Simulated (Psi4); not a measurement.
**TPSS/cc-pVDZ run of BNH3F3 (SMILES [NH3+][B-](F)(F)F)**

Aim: the energy change on altering one bond length of BNH3F3 at TPSS/cc-pVDZ, from 2 runs. 

The results are computed with Psi4 1.11.

2 further runs of the same task are left out: 2 set aside as unsound or not needed.

### 1 The system as given

BNH3F3: 8 atoms, total charge 0, spin state singlet. As SMILES, `[NH3+][B-](F)(F)F`. The shape is that of a PBE0-D4/def2-TZVP optimisation.

Bond lengths: N1–B2 1.674 Å, B2–F3 1.368 Å, B2–F4 1.368 Å, B2–F5 1.368 Å, N1–H6 1.015 Å, N1–H7 1.015 Å, N1–H8 1.015 Å. Some angles: N1–B2–F3 104.1°, N1–B2–F4 104.1°, N1–B2–F5 104.1°, F3–B2–F4 114.2°, F3–B2–F5 114.2°, F4–B2–F5 114.2°, B2–N1–H6 110.1°, B2–N1–H7 110.1°, B2–N1–H8 110.1°, H6–N1–H7 108.9°.

### 2 Energy and gradient at TPSS/cc-pVDZ

Input file calc.inp:

```
memory 1.6 GB

molecule {
  N
  B 1 R2
  F 2 R3 1 A3
  F 2 R4 3 A4 1 D4
  F 2 R5 3 A5 4 D5
  H 1 R6 2 A6 3 D6
  H 1 R7 6 A7 2 D7
  H 1 R8 6 A8 7 D8

  R2 = 1.673941
  R3 = 1.368133
  A3 = 104.14444
  R4 = 1.368182
  A4 = 114.23755
  D4 = -112.93299
  R5 = 1.368187
  A5 = 114.23723
  D5 = -134.12813
  R6 = 1.015175
  A6 = 110.08688
  D6 = -179.95366
  R7 = 1.015249
  A7 = 108.85079
  D7 = 120.74247
  R8 = 1.015252
  A8 = 108.85351
  D8 = 118.51466
  units angstrom
  symmetry c1
}

set basis cc-pVDZ
set reference rks
set puream true
set e_convergence 1e-09
set d_convergence 1e-08
set scf_type pk
set dft_radial_points 99
set dft_spherical_points 590

gradient("tpss")
```

On the command line:

```bash
psi4 calc.inp calc.out -n 1
```

calc.out:

```text
[...]
  Running in c1 symmetry.
[...]
  Nuclear repulsion =  191.439138728924348
[...]
  Multiplicity = 1
[...]
  Nalpha       = 21
  Nbeta        = 21
[...]
    Number of basis functions: 85
[...]
   @RKS iter   1:  -380.91894249920443   -3.16704e-01   1.00989e-02 DIIS/ADIIS
[...]
   @RKS iter  11:  -381.18882913882578   -2.44427e-12   3.20047e-09 DIIS
[...]
    Orbital Energies [Eh]
    ---------------------
    Doubly Occupied:
       1A    -24.369994     2A    -24.369967     3A    -24.369957
       4A    -14.206062     5A     -6.682709     6A     -1.102161
       7A     -1.061026     8A     -1.060999     9A     -0.905948
      10A     -0.523987    11A     -0.523974    12A     -0.494647
      13A     -0.433896    14A     -0.413876    15A     -0.413863
      16A     -0.324747    17A     -0.324745    18A     -0.303106
      19A     -0.303090    20A     -0.301472    21A     -0.279792
[...]
  @RKS Final Energy:  -381.18882913882578
   => Energetics <=
    Nuclear Repulsion Energy =            191.4391387289243482
    One-Electron Energy =                -909.8156245980295580
    Two-Electron Energy =                 380.9130103662320153
    DFT Exchange-Correlation Energy =     -43.7253536359526365
    Empirical Dispersion Energy =           0.0000000000000000
    VV10 Nonlocal Energy =                  0.0000000000000000
    Total Energy =                       -381.1888291388257812
[...]
 Multipole Moments:
 ------------------------------------------------------------------------------------
     Multipole            Electronic (a.u.)      Nuclear  (a.u.)        Total (a.u.)
 ------------------------------------------------------------------------------------
 L = 1.  Multiply by 2.5417464519 to convert [e a0] to [Debye]
 Dipole X            :          0.0000159           -0.0000449           -0.0000290
 Dipole Y            :          0.0000088           -0.0002962           -0.0002874
 Dipole Z            :          4.3483717           -6.7496699           -2.4012983
 Magnitude           :                                                    2.4012983
[...]
  -Total Gradient:
     Atom            X                  Y                   Z
    ------   -----------------  -----------------  -----------------
       1        0.000006770546     0.000065562618    -0.007133111865
       2        0.000000297128    -0.000044470113     0.001692576003
       3        0.000016161498     0.016375696457    -0.002952167780
       4       -0.014124181923    -0.008158699071    -0.002973970303
       5        0.014156081476    -0.008130122638    -0.002967165862
       6       -0.000010147982    -0.009198528649     0.004780896851
       7        0.007915700138     0.004564764210     0.004765426899
       8       -0.007906431559     0.004572344966     0.004764400728
[...]
```

Run time: 34 s. Hardware: 1 thread of Intel Xeon 6975P-C (Granite Rapids), shared host; peak memory 1.1 GiB.

### 3 The distorted shape at the same level

Input file bf3h3n.py:

```python
import psi4

psi4.set_memory('1600 MB')
psi4.set_num_threads(1)
psi4.set_output_file('bf3h3n.out', False)

geom = psi4.geometry("""
N     -1.69730854    -0.47240885    -0.06625380
B      0.25534546    -0.30025480    -2.54897598
F      2.12541844    -1.99930756    -2.00095540
F     -1.22412112    -0.96317073    -4.56304608
F      1.03410160     2.16508190    -2.57032989
H     -3.16846033     0.73644895    -0.30001292
H     -0.01190527     0.36774070     2.82835309
H     -2.38233426    -2.25574340     0.11062457
units bohr
symmetry c1
""")

options = {'basis': 'cc-pVDZ', 'puream': True, 'e_convergence': 1e-09, 'd_convergence': 1e-08, 'scf_type': 'pk', 'dft_radial_points': 99, 'dft_spherical_points': 590}
psi4.set_options(options)

E, wfn = psi4.gradient('tpss', return_wfn=True)
psi4.oeprop(wfn, 'DIPOLE', 'MULLIKEN_CHARGES', 'LOWDIN_CHARGES')
print('gradient / Eh bohr^-1')
print(E.np.round(6))
print(f'energy = {wfn.energy():.10f} Eh')
```

On the command line:

```bash
python bf3h3n.py
```

bf3h3n.out (excerpt; [...] marks lines left out):

```text
[...]
  Running in c1 symmetry.
[...]
  Nuclear repulsion =  188.594261840733026
[...]
  Multiplicity = 1
[...]
  Nalpha       = 21
  Nbeta        = 21
[...]
    Number of basis functions: 85
[...]
   @RKS iter   1:  -380.64605068299784   -2.67020e-01   1.09812e-02 DIIS/ADIIS
[...]
   @RKS iter  13:  -381.05817231414102   -2.27374e-12   5.95601e-09 DIIS
[...]
  @RKS Final Energy:  -381.05817231414102
   => Energetics <=
    Nuclear Repulsion Energy =            188.5942618407330258
    One-Electron Energy =                -904.2899741307126078
    Two-Electron Energy =                 378.1755884826948773
    DFT Exchange-Correlation Energy =     -43.5380485068562777
    Empirical Dispersion Energy =           0.0000000000000000
    VV10 Nonlocal Energy =                  0.0000000000000000
    Total Energy =                       -381.0581723141410180
[...]
  -Total Gradient:
     Atom            X                  Y                   Z
    ------   -----------------  -----------------  -----------------
       1       -0.048309300777    -0.017885889115    -0.038281833049
       2       -0.011006825015    -0.005322792695    -0.017450694245
       3       -0.010791360632     0.011694842522    -0.001048705583
       4        0.016314938530     0.005621487994     0.009774434972
       5       -0.003726319542    -0.015253804662     0.002640442012
       6        0.010267263581    -0.012075295847    -0.009464438783
       7        0.043608305600     0.020608754060     0.066661748489
       8        0.003738300066     0.012632693590    -0.012860638218
[...]
 Multipole Moments:
 ------------------------------------------------------------------------------------
     Multipole            Electronic (a.u.)      Nuclear  (a.u.)        Total (a.u.)
[...]
  Mulliken Charges: (a.u.)
   Center  Symbol    Alpha    Beta     Spin     Total
       1     N     3.53395  3.53395  0.00000 -0.06791
       2     B     2.43969  2.43969  0.00000  0.12061
       3     F     4.59246  4.59246  0.00000 -0.18493
       4     F     4.58139  4.58139  0.00000 -0.16278
       5     F     4.59250  4.59250  0.00000 -0.18499
       6     H     0.42849  0.42849  0.00000  0.14302
       7     H     0.40304  0.40304  0.00000  0.19393
       8     H     0.42848  0.42848  0.00000  0.14305
   Total alpha = 21.00000, Total beta = 21.00000, Total charge = -0.00000
[...]
```

The script printed:

```text
gradient / Eh bohr^-1
[[-0.048309 -0.017886 -0.038282]
 [-0.011007 -0.005323 -0.017451]
 [-0.010791  0.011695 -0.001049]
 [ 0.016315  0.005621  0.009774]
 [-0.003726 -0.015254  0.00264 ]
 [ 0.010267 -0.012075 -0.009464]
 [ 0.043608  0.020609  0.066662]
 [ 0.003738  0.012633 -0.012861]]
energy = -381.0581723141 Eh
```

Wall time 36 s (1 thread of Intel Xeon 6975P-C (Granite Rapids), shared host); peak memory 1.1 GiB.

### 4 Results

Level: TPSS/cc-pVDZ.

| quantity | value |
| --- | --- |
| first shape: total energy | -381.18883 Eh |
| first shape: dipole moment | 6.10 D |
| first shape: HOMO energy | -7.61 eV |
| first shape: LUMO energy | -0.13 eV |
| first shape: HOMO–LUMO gap | 7.48 eV |
| first shape: largest force on an atom | 0.856 eV/Å |
| distorted shape: total energy | -381.05817 Eh |
| distorted shape: dipole moment | 5.93 D |
| distorted shape: HOMO energy | -7.62 eV |
| distorted shape: LUMO energy | -5.28 eV |
| distorted shape: HOMO–LUMO gap | 2.34 eV |
| distorted shape: largest force on an atom | 4.231 eV/Å |
| energy change with the N1–H7 bond stretched from 1.015 to 1.827 Å | 3.555 eV |

In words: With the N1–H7 bond stretched from 1.015 to 1.827 Å the energy rises by 3.56 eV (343 kJ/mol). The first shape isn't relaxed at this level, so the change isn't measured from a minimum. The largest force (first shape) is 0.86 eV/Å: the shape isn't a stationary point for this species at this level.
